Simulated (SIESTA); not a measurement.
BiTe: relaxation of the atoms with vdW-DF-cx

The system is BiTe.

```
Bi Te
1.0
     0.00000    3.23500    3.23500
     3.23500    0.00000    3.23500
     3.23500    3.23500    0.00000
Bi Te
1 1
Direct
  0.01449 0.01283 0.99817
  0.46405 0.46982 0.52871
```

The cell isn't the ideal one: atoms moved at random, drawn with an rms of 0.15 Å.

```
Program             : SIESTA 5.4.2
Task                : relaxation of the atoms
Functional          : vdW-DF-cx
Potentials or basis : PseudoDojo 0.4 standard (PBE files, fully relativistic)
Basis               : SZ (energy shift 0.01 Ry)
Grid cutoff         : 500 Ry
Energy shift        : 0.01 Ry
k mesh              : 5 × 5 × 5
Occupations         : fermi-dirac, width 0.05 eV
Spin                : non-collinear spin, ferromagnetic start, spin-orbit coupling
Starting moments    : [[0.5, 0.0, 0.0], [0.0, 0.0, 0.0]] μB
optimiser           : Broyden
force tolerance     : 0.01 eV/Å
```

The energy gained by relaxing is 95.7 meV/atom, the ionic steps are 6 and the pressure after relaxing is 1.9 GPa. The largest force after relaxing is 0.008 eV/Å. The band gap on the k mesh is none (metal or under the smearing width) and the net moment is 0.27 μB per cell.

Forces in eV/Å, atoms in the order of the input:
```
Bi  -0.002 -0.001  0.008
Te   0.000  0.000 -0.008
```

The path:
```csv
step,energy change (eV),largest force (eV/Å)
1,0.0000,1.3858
2,-0.0661,1.0774
3,-0.1852,0.2337
4,-0.1915,0.0189
5,-0.1913,0.0428
6,-0.1915,0.0082
```

Final structure:
```cif
data_structure
_symmetry_space_group_name_H-M 'P 1'
_symmetry_Int_Tables_number 1
_cell_length_a 4.5750
_cell_length_b 4.5750
_cell_length_c 4.5750
_cell_angle_alpha 60.000
_cell_angle_beta 60.000
_cell_angle_gamma 60.000
_cell_volume 67.71
loop_
_atom_site_label
_atom_site_type_symbol
_atom_site_fract_x
_atom_site_fract_y
_atom_site_fract_z
_atom_site_occupancy
Bi1 Bi 0.98909 0.99115 0.01364 1
Te1 Te 0.48942 0.49151 0.51322 1
```

Moments on the atoms (μB; x, y, z):
```
Bi  -0.15 -0.15  0.00
Te  -0.04 -0.04  0.00
```

Wall time 2.2 min on 1 thread of Arm Neoverse V1 (shared host), peak memory 0.28 GiB.

Caveat: the basis has no polarisation orbitals; the potentials were made for another functional, which shifts forces and pressure; the basis of atomic orbitals isn't converged, which shifts pressures, moduli and gaps.
